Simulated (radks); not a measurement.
# Sr¹⁴⁺ in [Ar] 3d6: an all-electron calculation

One table from this session's results is given with a row withheld; the runs are named, their logs left out.

The numbers are computed with radks (a radial shooting solver on a logarithmic mesh, Libxc functionals) version 1 (Dirac Kohn-Sham, BLYP, spin-unpolarised, spherical densities, finite nucleus; open shells are shared between the two j in proportion to 2j + 1), except any that are marked as measured or tabulated.

## What is computed

- element: strontium (Z = 38)
- charge: +14
- electrons: 24
- configuration: [Ar] 3d6
- nuclear rms radius: 4.224 fm

The outer shells:

Sr¹⁴⁺
```
[Ar] core
3d [↑↓][↑ ][↑ ][↑ ][↑ ]
```

The first run:

Input:

```text
Z 38
configuration [Ar] 3d6
relativity Dirac
functional b88,lyp
spin unpolarised
j_filling average
nucleus finite rms 4.224 fm
c 137.035999084
```

Started as:

```
$ python run_ks.py task.json out
```

The same process makes all the runs of this session.

One of the session's tables, all rows but one given; the rest of the session is left out.

It belongs to the step «Shells». Sizes of the orbitals, from the radial functions (bohr):

```
level      <r>  outermost maximum (interpolated)  90 % within  nodes
1s1/2  0.03916                            0.0255       0.0701      0
2s1/2   0.1718                             0.145        0.266      1
2p1/2   0.1471                             0.114        0.241      0
2p3/2   0.1513                             0.117        0.246      0
3s1/2   0.4690                             0.425        0.689      2
3p1/2   0.4617                             0.411        0.693      1
3p3/2   0.4701                             0.419        0.705      1
3d3/2   0.4392                             0.352        0.692      0
3d5/2        ?                                 ?            ?      ?
```

**Question.** Estimate the row for 3d5/2.

The run gave: <r>: 0.4418; outermost maximum (interpolated): 0.354; 90 % within: 0.695; nodes: 0. In the column «<r>» it lies between 3d3/2 (0.4392) and 3p1/2 (0.4617).

Limits of these values: Spin polarisation and multiplet splitting are left out.
